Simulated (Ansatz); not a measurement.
**C2H5Si2 radical: one species, many methods**

The task here is to estimate one member of a computed series from the others.

The runs use Ansatz 0.2.0, Gaussian basis; functionals in def2-TZVPP, the program's frozen cores in correlated methods.

Plan: LDA (SPW92), PBE-D4, revPBE-D4, BLYP-D4, r2SCAN-D4, B97M-V, PBE0-D4, B3LYP-D4, r2SCANh-D4, r2SCAN0-D4, HSE06-D4, BHLYP-D4, CAM-B3LYP-D4, LC-ωPBE, ωB97X-V, ωB97M-V, B2PLYP, PBE-QIDH; CCSD(T)/def2-SVP; CCSD(T)/def2-TZVPP; MP2/def2-QZVPP; extrapolation to the limit; RPA on PBE.

## Structure used throughout

All runs share one geometry, relaxed beforehand with PBE0-D4 in a triple-zeta def2 set.

9 atoms, charge 0, spin multiplicity 2.

Atoms are counted from 1 here; the program's logs count them from 0.

Bond lengths: Si1–C2 1.802 Å, Si1–H5 1.483 Å, Si1–H6 1.483 Å, C2–C3 1.219 Å, C3–Si4 1.824 Å, Si4–H7 1.484 Å, Si4–H8 1.483 Å, Si4–H9 1.483 Å. Angles: C2–Si1–H5 111.6°, C2–Si1–H6 111.6°, H5–Si1–H6 112.7°, Si1–C2–C3 174.7°, C2–C3–Si4 179.2°, C3–Si4–H7 109.4°, C3–Si4–H8 109.1°, C3–Si4–H9 109.1°, H7–Si4–H8 109.7°, H7–Si4–H9 109.7°, H8–Si4–H9 109.8°.

Set-up of the first run:

Contents of in.yaml:

```yaml
crystal:
  periodic: [false, false, false]
  atoms:
    - {symbol: Si, position_ang: [-0.083334, 2.376443, -1.321890]}
    - {symbol: C, position_ang: [-0.023141, 0.801352, -0.449030]}
    - {symbol: C, position_ang: [0.126939, -0.244298, 0.159735]}
    - {symbol: Si, position_ang: [0.325700, -1.814471, 1.066476]}
    - {symbol: H, position_ang: [-0.415544, 2.194363, -2.755930]}
    - {symbol: H, position_ang: [-0.980937, 3.343244, -0.643963]}
    - {symbol: H, position_ang: [-0.967822, -2.540701, 1.082689]}
    - {symbol: H, position_ang: [1.354248, -2.640364, 0.388110]}
    - {symbol: H, position_ang: [0.752392, -1.521868, 2.456602]}
basis:
  gaussian: {orbitals: def2-TZVPP}
magnetization: {spin_polarized: true, initial_magnetization: 1}
hamiltonian: {xc: lda}
output: {orbitals: {seedname: orbitals}}
```

On the command line:

```console
ansatz run in.yaml --threads 4 --pin off --events-out ev --progress --plain --max-ram 10444MiB
```

Steps of the session up to this table: LDA; PBE-D4 (GGA); revPBE-D4 (GGA); BLYP-D4 (GGA); r2SCAN-D4 (meta-GGA); B97M-V (meta-GGA); PBE0-D4 (hybrid); B3LYP-D4 (hybrid); r2SCANh-D4 (hybrid); r2SCAN0-D4 (hybrid); HSE06-D4 (hybrid); BHLYP-D4 (hybrid); CAM-B3LYP-D4 (range-separated); LC-ωPBE (range-separated); ωB97X-V (range-separated); ωB97M-V (range-separated); B2PLYP (double hybrid); PBE-QIDH (double hybrid).

One of the session's tables, all rows but one given; the rest of the session is left out.

It belongs to the step «Orbital energies across the functionals». 

| functional | HOMO (eV) | LUMO (eV) | gap (eV) |
| --- | --- | --- | --- |
| LDA (SPW92) | -5.17 | -4.13 | 1.04 |
| PBE-D4 | -5.19 | -3.71 | 1.48 |
| revPBE-D4 | -5.18 | -3.57 | 1.60 |
| BLYP-D4 | -4.95 | -3.69 | 1.26 |
| r2SCAN-D4 | -5.53 | -3.29 | 2.24 |
| B97M-V | -5.30 | -3.85 | 1.45 |
| PBE0-D4 | -6.23 | -2.81 | 3.42 |
| B3LYP-D4 | -5.93 | -3.16 | 2.77 |
| r2SCANh-D4 | -5.90 | -2.99 | 2.91 |
| r2SCAN0-D4 | -6.48 | -2.54 | 3.93 |
| HSE06-D4 | -5.84 | -3.19 | 2.64 |
| BHLYP-D4 | -7.05 | -1.98 | 5.08 |
| CAM-B3LYP-D4 | ? | ? | ? |
| LC-ωPBE | -8.78 | -0.54 | 8.23 |
| ωB97X-V | -8.25 | -1.04 | 7.20 |
| ωB97M-V | -7.92 | -1.18 | 6.75 |

**Question.** Estimate the row for CAM-B3LYP-D4.

The run gave: HOMO (eV): -7.35; LUMO (eV): -1.90; gap (eV): 5.45. In the column «HOMO (eV)» it lies between ωB97M-V (-7.92) and BHLYP-D4 (-7.05).
